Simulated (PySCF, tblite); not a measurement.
**C3H10OSSi2: geometry, infrared bands and NMR shifts**

Wanted: the infrared bands and NMR shifts of C3H10OSSi2 (`[SiH3]C[Si@H]1COCS1`), by calculation.

Programs: tblite 0.8.0 and PySCF 2.14.0, with density-fitted response routines of our own. Each step states its level of theory. These are calculated values for one molecule in the gas phase, unless marked as measured. Atoms are numbered from 0 throughout.

**1. Starting geometry**

17 atoms, charge 0, multiplicity 1; geometry from: force field or distance geometry start.

Bonds of the start (Å): Si0–C1 1.86, C1–Si2 1.82, Si2–C3 1.88, C3–O4 1.38, O4–C5 1.38, C5–S6 1.84, S6–Si2 2.18, Si0–H7 1.47, Si0–H8 1.46, Si0–H9 1.47, C1–H10 1.12, C1–H11 1.13, Si2–H12 1.45, C3–H13 1.11, C3–H14 1.11, C5–H15 1.11, C5–H16 1.11.

**2. Optimising the geometry with GFN2-xTB**

The job: settings as JSON, then the geometry in Å.

```
{"job": {"kind": "relax", "xc": "GFN2-xTB", "basis": "xTB"}, "charge": 0, "multiplicity": 1}
Si     2.413300     0.755600     0.713600
C      1.563900    -0.652800    -0.148200
Si    -0.131500    -0.314200    -0.714900
C     -1.463200    -1.178000     0.294400
O     -2.544100    -0.350700     0.091800
C     -2.339100     0.859500     0.722000
S     -0.878300     1.633200    -0.088100
H      2.398200     0.504100     2.160900
H      1.889000     2.064200     0.348700
H      3.825400     0.740600     0.315000
H      2.175200    -0.900900    -1.048600
H      1.655800    -1.571800     0.506200
H     -0.349100    -0.482800    -2.142000
H     -1.635900    -2.213700    -0.052600
H     -1.202700    -1.186100     1.377100
H     -3.189300     1.540300     0.486700
H     -2.194700     0.765700     1.817500
```

Started as:

```
$ OMP_NUM_THREADS=1 python probes_run.py task.json out
```

The driver reads the jobs from task.json and runs them one after another.

**Question.** This job is followed by: GFN2-xTB harmonic vibrations, gas phase; GIAO PBE0/pcSseg-1 NMR shielding, non-relativistic, gas phase. What will the session give for the following? strongest single infrared mode (GFN2-xTB); zero-point energy (GFN2-xTB); 13C shifts against TMS (PBE0/pcSseg-1); 1H shifts against TMS (PBE0/pcSseg-1, means over atoms taken as alike); 29Si shifts against TMS (PBE0/pcSseg-1); 17O shifts against H2O (PBE0/pcSseg-1); 33S shifts against CS2 (PBE0/pcSseg-1); surface potential, 1st and 99th percentile.

The runs gave:

```
                                                              quantity                                                value
                             strongest single infrared mode (GFN2-xTB)                                 796 cm⁻¹, 402 km/mol
                                          zero-point energy (GFN2-xTB)                                        75.1 kcal/mol
                                13C shifts against TMS (PBE0/pcSseg-1)                                 80.0, 63.8, -8.2 ppm
1H shifts against TMS (PBE0/pcSseg-1, means over atoms taken as alike)  5.30, 5.24, 4.59, 4.22, 3.98, 3.28, 0.31, -0.14 ppm
                               29Si shifts against TMS (PBE0/pcSseg-1)                                       5.4, -80.1 ppm
                                17O shifts against H2O (PBE0/pcSseg-1)                                             76.6 ppm
                                33S shifts against CS2 (PBE0/pcSseg-1)                                             -114 ppm
                                 surface potential, 1st and 99th percentile                                   -1.23 V and 1.27 V
```

Over 183 steps the energy fell by 0.508 eV; of the close pairs, C1–Si2 changed most, 1.819 to 1.893 Å. All 45 modes are real, so the xTB geometry is a minimum. Unscaled tight-binding wavenumbers are off by several per cent, some by more. Its intensities can rank the bands wrongly. The most deshielded carbon is C5 (sp3 CH2 bonded to O and S), at 80.0 ppm: pulled downfield by the heteroatom. At PBE0/pcSseg-1: The largest span, 467 ppm, is at S6, where the paramagnetic term is -441 ppm.
